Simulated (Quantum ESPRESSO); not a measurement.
Crystal: Cu.

```
Cu
1.0
     1.64000    2.31931    0.00000
    -1.64000    2.31931    0.00000
     0.00000    2.31931    2.31900
Cu
1
Direct
  0.00000 0.00000 0.00000
```

The cell was built by a generator and needn't be a form met in nature.

Base run:

| Quantity | Value |
| --- | --- |
| Program | Quantum ESPRESSO 7.5 |
| Functional | LDA |
| Potentials or basis | GBRV 1.5 LDA |
| Cutoff | 762 eV |
| Density cutoff | 6095 eV |
| k mesh | 16 × 16 × 16 |
| Occupations | methfessel-paxton, width 0.1 eV |
| Spin | no spin polarisation |

Its results: band gap on the k mesh none (metal or under the smearing width); pressure -26.7 GPa.

Task: The run is repeated on the same cell with these changes: functional from LDA to PBEsol; potentials or basis from GBRV 1.5 LDA to GBRV 1.5 PBEsol. What comes out?

Result: Band gap on the k mesh none (metal or under the smearing width); pressure -24.0 GPa.

Caveats: so large a pressure means that the cell lies far from this level's equilibrium, or that cutoff or potentials fall short.

Not every run made on this cell is shown here.
